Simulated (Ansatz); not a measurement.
# ClF3HSi: the cost of one run

Program: Ansatz 0.2.0. Level of theory: UKS PBE-D4/6-31G. These are calculated values, not measurements.

### Step 1. Starting point

Bond lengths: Si3–F4 1.598 Å, Si3–F5 1.598 Å, Si3–F6 1.599 Å. Angles: F4–Si3–F5 110.2°, F4–Si3–F6 111.6°, F5–Si3–F6 109.4°.

As a file:

```xyz
6

H    -0.6143   -0.3565   -0.0427
Cl   -2.1106   -1.2394    0.0564
Si    1.0119    0.5864    0.0185
F     0.2272    0.8335    1.3889
F     0.1579    1.1407   -1.2134
F     1.3278   -0.9647   -0.2077
```

### Step 2. Run 1

150 steps of 0.5 fs at constant energy, with velocities drawn for 1000 K.

The input, input.yaml:

```yaml
crystal:
  periodic: [false, false, false]
  atoms:
    - { symbol: H, position_ang: [-0.6143, -0.3565, -0.0427] }
    - { symbol: Cl, position_ang: [-2.1106, -1.2394, 0.0564] }
    - { symbol: Si, position_ang: [1.0119, 0.5864, 0.0185] }
    - { symbol: F, position_ang: [0.2272, 0.8335, 1.3889] }
    - { symbol: F, position_ang: [0.1579, 1.1407, -1.2134] }
    - { symbol: F, position_ang: [1.3278, -0.9647, -0.2077] }
magnetization:
  spin_polarized: true
  initial_magnetization: 1
basis:
  gaussian: { orbitals: "6-31G" }
hamiltonian:
  xc: pbe
  dispersion: d4
md:
  timestep: 0.5
  n_steps: 150
  ensemble: nve
  temperature: 1000.0
  initial_velocities: maxwell_boltzmann
  seed: 93999
```

Run with:

```bash
$ ansatz run input.yaml --threads 1 --pin off --max-ram 2048MiB --backend cpu --events-out ev --progress --plain --runs-dir out
```

What time and memory should one allow on 1 thread of an Arm CPU, shared host?

About 6.9 min, with a peak of 0.12 GiB.
